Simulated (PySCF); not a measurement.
# SnH4 (SMILES [SnH4]): levels of theory compared

We compute a comparison of 3 runs (B3LYP/def2-SVP, r2SCAN/def2-TZVP, MP2/3-21G) of SnH4. 

The results are computed with PySCF 2.14.0.

**1. The system as given**

The species is SnH4 (5 atoms), meant as a singlet with charge 0. As SMILES, `[SnH4]`. The coordinates come from a PBE0-D4/def2-TZVP relaxation.

Bond lengths: Sn1–H2 1.704 Å, Sn1–H3 1.704 Å, Sn1–H4 1.704 Å, Sn1–H5 1.704 Å. Angles: H2–Sn1–H3 109.5°, H2–Sn1–H4 109.5°, H2–Sn1–H5 109.5°, H3–Sn1–H4 109.5°, H3–Sn1–H5 109.5°, H4–Sn1–H5 109.5°.

**2. Energy and forces at B3LYP/def2-SVP (core potential) (run 1)**

job.py reads:

```python
# [SnH4]
import pyscf.grad
from pyscf import gto, dft

mol = gto.M(
    atom='''
Sn     0.000057     0.000019     0.000076
H      1.556983    -1.612843     2.311022
H     -2.954795     0.762353     1.026386
H     -0.220739    -1.841746    -2.631425
H      1.618494     2.692179    -0.706077
''',
    max_memory=1860,
    ecp={'Sn': 'def2-svp'},
    unit='bohr',
    basis='def2-svp',
    verbose=4,
    charge=0,
)

myscf = dft.RKS(mol, xc='b3lyp')
myscf.grids.level = 5
myscf.conv_tol = 1e-10
myscf.kernel()
if not myscf.converged:
    myscf = myscf.newton().run(myscf.mo_coeff, myscf.mo_occ)

etot = myscf.e_tot
print('E(%s) = %.9f' % ('B3LYP', etot))
grad = myscf.Gradients().kernel()
myscf.analyze()
```

On the command line:

```console
OMP_NUM_THREADS=1 python job.py
```

Log:

```text
PySCF version 2.14.0

[INPUT] num. atoms = 5
[INPUT] num. electrons = 26
[INPUT] charge = 0
[INPUT] spin (= nelec alpha-beta = 2S) = 0
[INPUT] symmetry False subgroup None
[INPUT] Mole.unit = bohr
[INPUT] Symbol           X                Y                Z      unit          X                Y                Z       unit  Magmom
[INPUT]  1 Sn     0.000030163101   0.000010054367   0.000040217468 AA    0.000057000000   0.000019000000   0.000076000000 Bohr   0.0
[INPUT]  2 H      0.823919921390  -0.853479760392   1.222940176335 AA    1.556983000000  -1.612843000000   2.311022000000 Bohr   0.0
[INPUT]  3 H     -1.563610176940   0.403419834276   0.543140080807 AA   -2.954795000000   0.762353000000   1.026386000000 Bohr   0.0
[INPUT]  4 H     -0.116810048361  -0.974610011503  -1.392490142245 AA   -0.220739000000  -1.841746000000  -2.631425000000 Bohr   0.0
[INPUT]  5 H      0.856470140811   1.424639774517  -0.373639857555 AA    1.618494000000   2.692179000000  -0.706077000000 Bohr   0.0

[... 72 lines left out ...]
Nuclear Repulsion Energy =              28.473969583196705
[... 6 lines left out ...]
MO #1   energy= -5.09920824465668  occ= 2
[... 4 lines left out ...]
MO #6   energy= -1.02420771827581  occ= 2
[... 4 lines left out ...]
MO #11  energy= -0.327301406830187 occ= 2
[... 4 lines left out ...]
MO #16  energy= 0.0294310083413538 occ= 0
[... 4 lines left out ...]
MO #21  energy= 0.210541595787859  occ= 0
[... 4 lines left out ...]
MO #26  energy= 0.440322477950508  occ= 0
[... 4 lines left out ...]
MO #31  energy= 1.36678361929847   occ= 0
[... 4 lines left out ...]
MO #36  energy= 1.55076697201135   occ= 0
[... 4 lines left out ...]
MO #41  energy= 1.91544959606713   occ= 0
[... 4 lines left out ...]
MO #46  energy= 51.6540080207327   occ= 0
[... 15 lines left out ...]
pop of  0 Sn 7px          0.19590
pop of  0 Sn 7py          0.02597
pop of  0 Sn 7pz          0.02600
pop of  0 Sn 4dxy         1.76322
pop of  0 Sn 4dyz         1.75255
pop of  0 Sn 4dz^2        1.75323
pop of  0 Sn 4dxz         1.75378
pop of  0 Sn 4dx2-y2      1.99947
pop of  0 Sn 5dxy         0.15447
pop of  0 Sn 5dyz         0.18982
pop of  0 Sn 5dz^2        0.18800
pop of  0 Sn 5dxz         0.18179
pop of  0 Sn 5dx2-y2      0.00866
pop of  1 H 1s            1.52278
pop of  1 H 2s            0.02155
pop of  1 H 2px           0.01563
pop of  1 H 2py           0.01601
pop of  1 H 2pz           0.01545
pop of  2 H 1s            1.52482
pop of  2 H 2s            0.02202
pop of  2 H 2px           0.01949
pop of  2 H 2py           0.00630
pop of  2 H 2pz           0.01171
pop of  3 H 1s            1.52482
pop of  3 H 2s            0.02151
pop of  3 H 2px           0.00808
pop of  3 H 2py           0.01817
pop of  3 H 2pz           0.02296
pop of  4 H 1s            1.51924
pop of  4 H 2s            0.02186
pop of  4 H 2px           0.01427
pop of  4 H 2py           0.01408
pop of  4 H 2pz           0.01074
 ** Mulliken atomic charges  **
charge of    0Sn =      2.35151
charge of    1H =     -0.59143
charge of    2H =     -0.58435
charge of    3H =     -0.59554
charge of    4H =     -0.58019
Dipole moment(X, Y, Z, Debye):  0.00015,  0.00008,  0.00022
```

It took 16 s on 1 thread of Intel Xeon at 2.50GHz (Skylake/Cascade Lake), shared host; peak memory 0.49 GiB.

**3. Energy and gradient at r2SCAN/def2-TZVP (core potential) (run 2)**

job.py reads:

```python
import pyscf.grad
from pyscf import gto, dft

system = gto.Mole()
system.atom = [
    ('Sn', (0.000030, 0.000010, 0.000040)),
    ('H', (0.823920, -0.853480, 1.222940)),
    ('H', (-1.563610, 0.403420, 0.543140)),
    ('H', (-0.116810, -0.974610, -1.392490)),
    ('H', (0.856470, 1.424640, -0.373640)),
]
system.spin = 0
system.verbose = 4
system.max_memory = 1860
system.basis = 'def2-tzvp'
system.ecp = {'Sn': 'def2-svp'}
system.build()

mf = dft.RKS(system, xc='r2scan')
mf.grids.level = 5
mf.conv_tol = 1e-10
mf.kernel()
if not mf.converged:
    mf = mf.newton().run(mf.mo_coeff, mf.mo_occ)

etot = mf.e_tot
print('E(%s) = %.9f' % ('R2SCAN', etot))
grad = mf.Gradients().kernel()
dip = mf.dip_moment()
pop, q = mf.mulliken_pop()
```

On the command line:

```console
OMP_NUM_THREADS=1 python job.py
```

Log:

```text
PySCF version 2.14.0

[INPUT] num. atoms = 5
[INPUT] num. electrons = 26
[INPUT] charge = 0
[INPUT] spin (= nelec alpha-beta = 2S) = 0
[INPUT] symmetry False subgroup None
[INPUT] Mole.unit = angstrom
[INPUT] Symbol           X                Y                Z      unit          X                Y                Z       unit  Magmom
[INPUT]  1 Sn     0.000030000000   0.000010000000   0.000040000000 AA    0.000056691784   0.000018897261   0.000075589045 Bohr   0.0
[INPUT]  2 H      0.823920000000  -0.853480000000   1.222940000000 AA    1.556983148552  -1.612843452794   2.311021666776 Bohr   0.0
[INPUT]  3 H     -1.563610000000   0.403420000000   0.543140000000 AA   -2.954794665631   0.762353313172   1.026385847296 Bohr   0.0
[INPUT]  4 H     -0.116810000000  -0.974610000000  -1.392490000000 AA   -0.220738908610  -1.841745978262  -2.631424731196 Bohr   0.0
[INPUT]  5 H      0.856470000000   1.424640000000  -0.373640000000 AA    1.618493733906   2.692179426100  -0.706077269182 Bohr   0.0

[... 61 lines left out ...]
converged SCF energy = -216.741142016282
[... 13 lines left out ...]
Dipole moment(X, Y, Z, Debye):  0.00014,  0.00007,  0.00019
[... 41 lines left out ...]
pop of  0 Sn 4f+1         0.00157
pop of  0 Sn 4f+2         0.00181
pop of  0 Sn 4f+3         0.00288
pop of  0 Sn 5f-3         0.00022
pop of  0 Sn 5f-2         0.00030
pop of  0 Sn 5f-1         0.00049
pop of  0 Sn 5f+0         0.00026
pop of  0 Sn 5f+1         0.00032
pop of  0 Sn 5f+2         0.00028
pop of  0 Sn 5f+3         0.00047
pop of  1 H 1s            0.22536
pop of  1 H 2s            0.56024
pop of  1 H 3s            0.27616
pop of  1 H 2px           0.00254
pop of  1 H 2py           0.00264
pop of  1 H 2pz           0.00424
pop of  2 H 1s            0.22536
pop of  2 H 2s            0.56024
pop of  2 H 3s            0.27616
pop of  2 H 2px           0.00622
pop of  2 H 2py           0.00146
pop of  2 H 2pz           0.00174
pop of  3 H 1s            0.22536
pop of  3 H 2s            0.56024
pop of  3 H 3s            0.27617
pop of  3 H 2px           0.00115
pop of  3 H 2py           0.00310
pop of  3 H 2pz           0.00516
pop of  4 H 1s            0.22536
pop of  4 H 2s            0.56024
pop of  4 H 3s            0.27616
pop of  4 H 2px           0.00265
pop of  4 H 2py           0.00535
pop of  4 H 2pz           0.00141
 ** Mulliken atomic charges  **
charge of    0Sn =      0.28473
charge of    1H =     -0.07118
charge of    2H =     -0.07119
charge of    3H =     -0.07119
charge of    4H =     -0.07118
```

It took 41 s on 1 thread of Intel Xeon at 2.50GHz (Skylake/Cascade Lake), shared host; peak memory 0.72 GiB.

**4. Energy and forces at MP2/3-21G (run 3)**

input.py reads:

```python
# [SnH4]
import pyscf.grad
from pyscf import gto, scf, mp

mol = gto.Mole()
mol.atom = '''
Sn     0.000057     0.000019     0.000076
H      1.556983    -1.612843     2.311022
H     -2.954795     0.762353     1.026386
H     -0.220739    -1.841746    -2.631425
H      1.618494     2.692179    -0.706077
'''
mol.verbose = 4
mol.unit = 'bohr'
mol.basis = '3-21g'
mol.charge = 0
mol.spin = 0
mol.max_memory = 1860
mol.build()

calc0 = scf.RHF(mol)
calc0.conv_tol = 1e-10
calc0.kernel()
if not calc0.converged:
    calc0 = calc0.newton().run(calc0.mo_coeff, calc0.mo_occ)

pt = mp.MP2(calc0, frozen=18).run()
energy = pt.e_tot
print('Final energy', energy)
grad = pt.Gradients().kernel()
calc0.analyze()
```

On the command line:

```console
OMP_NUM_THREADS=1 python input.py
```

Log:

```text
PySCF version 2.14.0

[INPUT] num. atoms = 5
[INPUT] num. electrons = 54
[INPUT] charge = 0
[INPUT] spin (= nelec alpha-beta = 2S) = 0
[INPUT] symmetry False subgroup None
[INPUT] Mole.unit = bohr
[INPUT] Symbol           X                Y                Z      unit          X                Y                Z       unit  Magmom
[INPUT]  1 Sn     0.000030163101   0.000010054367   0.000040217468 AA    0.000057000000   0.000019000000   0.000076000000 Bohr   0.0
[INPUT]  2 H      0.823919921390  -0.853479760392   1.222940176335 AA    1.556983000000  -1.612843000000   2.311022000000 Bohr   0.0
[INPUT]  3 H     -1.563610176940   0.403419834276   0.543140080807 AA   -2.954795000000   0.762353000000   1.026386000000 Bohr   0.0
[INPUT]  4 H     -0.116810048361  -0.974610011503  -1.392490142245 AA   -0.220739000000  -1.841746000000  -2.631425000000 Bohr   0.0
[INPUT]  5 H      0.856470140811   1.424639774517  -0.373639857555 AA    1.618494000000   2.692179000000  -0.706077000000 Bohr   0.0

[... 49 lines left out ...]
Final energy -5998.606289640171
[... 13 lines left out ...]
Two-electron Coulomb Energy =         2499.749074543104143
[... 6 lines left out ...]
MO #4   energy= -145.357305874722  occ= 2
[... 4 lines left out ...]
MO #9   energy= -26.8986933122382  occ= 2
[... 4 lines left out ...]
MO #14  energy= -19.064326081856   occ= 2
[... 4 lines left out ...]
MO #19  energy= -1.41006125071356  occ= 2
[... 4 lines left out ...]
MO #24  energy= -0.667461366900755 occ= 2
[... 4 lines left out ...]
MO #29  energy= 0.152969921985522  occ= 0
[... 4 lines left out ...]
MO #34  energy= 0.373992379523178  occ= 0
[... 4 lines left out ...]
MO #39  energy= 1.36989715326293   occ= 0
[... 8 lines left out ...]
pop of  0 Sn 2px          1.99999
pop of  0 Sn 2py          1.99999
pop of  0 Sn 2pz          1.99999
pop of  0 Sn 3px          1.99992
pop of  0 Sn 3py          1.99992
pop of  0 Sn 3pz          1.99992
pop of  0 Sn 4px          1.99949
pop of  0 Sn 4py          1.99949
pop of  0 Sn 4pz          1.99949
pop of  0 Sn 5px          0.78009
pop of  0 Sn 5py          0.78008
pop of  0 Sn 5pz          0.78003
pop of  0 Sn 6px          0.01592
pop of  0 Sn 6py          0.01592
pop of  0 Sn 6pz          0.01592
pop of  0 Sn 3dxy         1.99996
pop of  0 Sn 3dyz         1.99995
pop of  0 Sn 3dz^2        1.99997
pop of  0 Sn 3dxz         1.99997
pop of  0 Sn 3dx2-y2      1.99997
pop of  0 Sn 4dxy         1.99896
pop of  0 Sn 4dyz         1.99858
pop of  0 Sn 4dz^2        1.99923
pop of  0 Sn 4dxz         1.99919
pop of  0 Sn 4dx2-y2      1.99916
pop of  1 H 1s            1.13324
pop of  1 H 2s            0.00081
pop of  2 H 1s            1.13325
pop of  2 H 2s            0.00081
pop of  3 H 1s            1.13326
pop of  3 H 2s            0.00081
pop of  4 H 1s            1.13325
pop of  4 H 2s            0.00081
 ** Mulliken atomic charges  **
charge of    0Sn =      0.53625
charge of    1H =     -0.13406
charge of    2H =     -0.13406
charge of    3H =     -0.13407
charge of    4H =     -0.13406
Dipole moment(X, Y, Z, Debye):  0.00024,  0.00012,  0.00034
```

Run time: 5.7 s. Hardware: 1 thread of Intel Xeon at 2.50GHz (Skylake/Cascade Lake), shared host; peak memory 0.18 GiB.

**5. All runs side by side**

```
run                              level  core potential  integration grid   energy (Eh)  dipole moment (D) of the reference  HOMO energy (eV)  LUMO energy (eV)  wall time
  1    B3LYP/def2-SVP (core potential)        def2-svp                 5   -216.733520                                0.00             -8.91              0.80       16 s
  2  r2SCAN/def2-TZVP (core potential)        def2-svp                 5   -216.741142                                0.00             -8.26              0.10       41 s
  3                          MP2/3-21G               –                 –  -5998.606290                                0.00            -12.15              4.16      5.7 s
```

**6. Results**

| quantity | value |
| --- | --- |
| run 3: total energy | -5998.60629 Eh |
| run 3: dipole moment (Hartree–Fock density) | 0.00 D |
| run 3: HOMO energy (Hartree–Fock orbitals) | -12.15 eV |
| run 3: LUMO energy (Hartree–Fock orbitals) | 4.16 eV |
| run 3: HOMO–LUMO gap (Hartree–Fock orbitals) | 16.31 eV |
| run 3: correlation energy (18 core orbitals frozen) | -59.8 mEh |
| run 3: largest force on an atom | 0.658 eV/Å |

What this shows: Totals of different functionals can't be ranked against each other. Some runs of one species differ in core potentials or relativity; totals across that change don't compare. In run 3 relativity is left out where basis or elements ask for it. All runs together took 62 s, the longest 41 s.
